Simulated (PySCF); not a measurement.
**GeH3Cl (chlorogermane) at BLYP/def2-TZVP**

Aim: the energy change on altering one bond length of GeH3Cl (chlorogermane) at BLYP/def2-TZVP, from 2 runs. Input form: a Python script.

Program for the calculation: PySCF 2.14.0.

2 further runs of the same task are left out: 2 set aside as unsound or not needed.

### 1 The structure to begin with

The species is GeH3Cl (5 atoms), meant as a singlet with charge 0. SMILES: `[Cl][GeH3]`. The coordinates come from a PBE0-D4/def2-TZVP relaxation.

Bond lengths: Cl1–Ge2 2.155 Å, Ge2–H3 1.532 Å, Ge2–H4 1.532 Å, Ge2–H5 1.532 Å. Angles: Cl1–Ge2–H3 107.1°, Cl1–Ge2–H4 107.1°, Cl1–Ge2–H5 107.1°, H3–Ge2–H4 111.7°, H3–Ge2–H5 111.7°, H4–Ge2–H5 111.7°.

### 2 The energy at BLYP/def2-TZVP

geometry.xyz

```xyz
5
ClGeH3
Cl    -1.875800    -0.025100     0.641300
Ge     0.161800    -0.013900    -0.060600
H      0.160400     0.656200    -1.438100
H      0.619000    -1.473700    -0.140600
H      0.984500     0.782900     0.956700
```

job.py

```python
# [Cl][GeH3]
from pyscf import gto, dft

mol = gto.Mole()
mol.atom = 'geometry.xyz'
mol.verbose = 4
mol.max_memory = 1860
mol.basis = 'def2-tzvp'
mol.build()

myscf = dft.RKS(mol, xc='blyp')
myscf.grids.level = 5
myscf.conv_tol = 1e-10
myscf.kernel()
if not myscf.converged:
    myscf = myscf.newton().run(myscf.mo_coeff, myscf.mo_occ)

etot = myscf.e_tot
print('E = %.10f Eh' % etot)
```

On the command line:

```console
OMP_NUM_THREADS=1 python job.py
```

The log of the run:

```text
PySCF version 2.14.0

[INPUT] num. atoms = 5
[INPUT] num. electrons = 52
[INPUT] charge = 0
[INPUT] spin (= nelec alpha-beta = 2S) = 0
[INPUT] symmetry False subgroup None
[INPUT] Mole.unit = angstrom
[INPUT] Symbol           X                Y                Z      unit          X                Y                Z       unit  Magmom
[INPUT]  1 Cl    -1.875800000000  -0.025100000000   0.641300000000 AA   -3.544748264459  -0.047432125727   1.211881363684 Bohr   0.0
[INPUT]  2 Ge     0.161800000000  -0.013900000000  -0.060600000000 AA    0.305757686955  -0.026267193131  -0.114517403149 Bohr   0.0
[INPUT]  3 H      0.160400000000   0.656200000000  -1.438100000000 AA    0.303112070380   1.240038282940  -2.717615139737 Bohr   0.0
[INPUT]  4 H      0.619000000000  -1.473700000000  -0.140600000000 AA    1.169740471106  -2.784889389772  -0.265695493114 Bohr   0.0
[INPUT]  5 H      0.984500000000   0.782900000000   0.956700000000 AA    1.860435369634   1.479466582922   1.807900983371 Bohr   0.0

nuclear repulsion = 176.393822004282
number of shells = 41
number of NR pGTOs = 187
number of NR cGTOs = 103
basis = def2-tzvp
ecp = {}

******** <class 'pyscf.dft.rks.RKS'> ********
method = RKS
initial guess = minao
damping factor = 0
level_shift factor = 0
DIIS = <class 'pyscf.scf.diis.CDIIS'>
diis_start_cycle = 1
diis_space = 8
diis_damp = 0
SCF conv_tol = 1e-10
SCF conv_tol_grad = None
SCF max_cycles = 50
direct_scf = True
direct_scf_tol = 1e-13
XC library pyscf.dft.libxc version 7.0.0
    S. Lehtola, C. Steigemann, M. J.T. Oliveira, and M. A.L. Marques.,  SoftwareX 7, 1–5 (2018)
XC functionals = blyp
    A. D. Becke.,  Phys. Rev. A 38, 3098 (1988)
    C. Lee, W. Yang, and R. G. Parr.,  Phys. Rev. B 37, 785 (1988)
    B. Miehlich, A. Savin, H. Stoll, and H. Preuss.,  Chem. Phys. Lett. 157, 200 (1989)
radial grids:
    Treutler-Ahlrichs [JCP 102, 346 (1995); DOI:10.1063/1.469408] (M4) radial grids

becke partition: Becke, JCP 88, 2547 (1988); DOI:10.1063/1.454033
pruning grids: <function nwchem_prune>
grids dens level: 5
symmetrized grids: False
atomic radii adjust function: <function treutler_atomic_radii_adjust>
small_rho_cutoff = 0
Set gradient conv threshold to 1e-05
Initial guess from minao.
tot grids = 158408
init E= -2538.45892272658
  HOMO = -0.312059147588943  LUMO = -0.051466431307297  gap/eV = 7.09109
cycle= 1 E= -2539.01789237021  delta_E= -0.559  |g|= 0.93  |ddm|= 1.67
  HOMO = -0.212376589730057  LUMO = -0.0465651762035969  gap/eV = 4.51196
cycle= 2 E= -2538.88777034789  delta_E= 0.13  |g|= 1.38  |ddm|= 1.09
  HOMO = -0.27106113851796  LUMO = -0.0361674407899457  gap/eV = 6.39178
cycle= 3 E= -2539.08825784724  delta_E= -0.2  |g|= 0.129  |ddm|= 0.807
  HOMO = -0.262217546889002  LUMO = -0.0408002159632055  gap/eV = 6.02507
cycle= 4 E= -2539.09277730471  delta_E= -0.00452  |g|= 0.0373  |ddm|= 0.149
  HOMO = -0.266784242532951  LUMO = -0.0421222449093861  gap/eV = 6.11336
cycle= 5 E= -2539.09315778095  delta_E= -0.00038  |g|= 0.00469  |ddm|= 0.0349
  HOMO = -0.265943456076686  LUMO = -0.0412405844862072  gap/eV = 6.11448
cycle= 6 E= -2539.09316295859  delta_E= -5.18e-06  |g|= 0.00171  |ddm|= 0.00715
  HOMO = -0.266083605382375  LUMO = -0.0413824979918651  gap/eV = 6.11443
cycle= 7 E= -2539.09316360682  delta_E= -6.48e-07  |g|= 0.000395  |ddm|= 0.00155
  HOMO = -0.266032957270404  LUMO = -0.0413712215978101  gap/eV = 6.11336
cycle= 8 E= -2539.0931636527  delta_E= -4.59e-08  |g|= 3.08e-05  |ddm|= 0.000376
  HOMO = -0.266035862752629  LUMO = -0.0413725918147385  gap/eV = 6.11340
cycle= 9 E= -2539.09316365298  delta_E= -2.8e-10  |g|= 4.85e-06  |ddm|= 3.03e-05
  HOMO = -0.266036364702857  LUMO = -0.0413725741028728  gap/eV = 6.11341
cycle= 10 E= -2539.093163653  delta_E= -2.05e-11  |g|= 6.93e-07  |ddm|= 6.96e-06
  HOMO = -0.266036169044112  LUMO = -0.0413725147176436  gap/eV = 6.11341
Extra cycle  E= -2539.093163653  delta_E= 1.36e-12  |g|= 1.07e-06  |ddm|= 1.63e-06
converged SCF energy = -2539.093163653
E = -2539.0931636530 Eh
```

Run time: 16 s. Hardware: 1 thread of Intel Xeon at 2.70GHz, shared host; peak memory 0.53 GiB.

### 3 The distorted shape

calc.py

```python
from pyscf import gto, dft

mol = gto.M(
    atom='''
Cl      -2.863033      -0.981253      -0.579451
Ge      -0.825433      -0.970053      -1.281351
H       -0.826833      -0.299953      -2.658851
H       -0.368233      -2.429853      -1.361351
H        0.984500       0.782900       0.956700
''',
    spin=0,
    charge=0,
    max_memory=1860,
    basis='def2-tzvp',
    verbose=3,
)

ks = dft.RKS(mol, xc='blyp')
ks.grids.level = 5
ks.conv_tol = 1e-10
ks.kernel()
if not ks.converged:
    ks = ks.newton().run(ks.mo_coeff, ks.mo_occ)

energy = ks.e_tot
print('Final energy', energy)
```

On the command line:

```console
OMP_NUM_THREADS=1 python calc.py
```

The log of the run:

```text
SCF not converged.
SCF energy = -2538.95534355864
converged SCF energy = -2538.95534356212
Final energy -2538.9553435621215
```

Run time: 38 s. Hardware: 1 thread of Intel Xeon at 2.70GHz, shared host; peak memory 0.61 GiB.

### 4 Summary of results

Level: BLYP/def2-TZVP.

| quantity | value |
| --- | --- |
| first shape: total energy | -2539.09316 Eh |
| first shape: dipole moment | 1.83 D |
| first shape: HOMO energy | -7.24 eV |
| first shape: LUMO energy | -1.13 eV |
| first shape: HOMO–LUMO gap | 6.11 eV |
| distorted shape: total energy | -2538.95534 Eh |
| distorted shape: dipole moment | 2.34 D |
| distorted shape: HOMO energy | -5.86 eV |
| distorted shape: LUMO energy | -4.80 eV |
| distorted shape: HOMO–LUMO gap | 1.06 eV |
| energy change with the Ge2–H5 bond stretched from 1.532 to 3.370 Å | 3.750 eV |

**Reading.** One bond (distorted shape) is far stretched, which a spin-restricted single reference describes badly; a broken-symmetry solution may lie lower. With the Ge2–H5 bond stretched from 1.532 to 3.370 Å the energy rises by 3.75 eV (86 kcal/mol). The first shape isn't relaxed at this level, so the change isn't measured from a minimum. A restricted reference can't describe the breaking bond well at this length. Mulliken charges (distorted shape) run from -0.22 on Cl1 to +0.32 on Ge2.
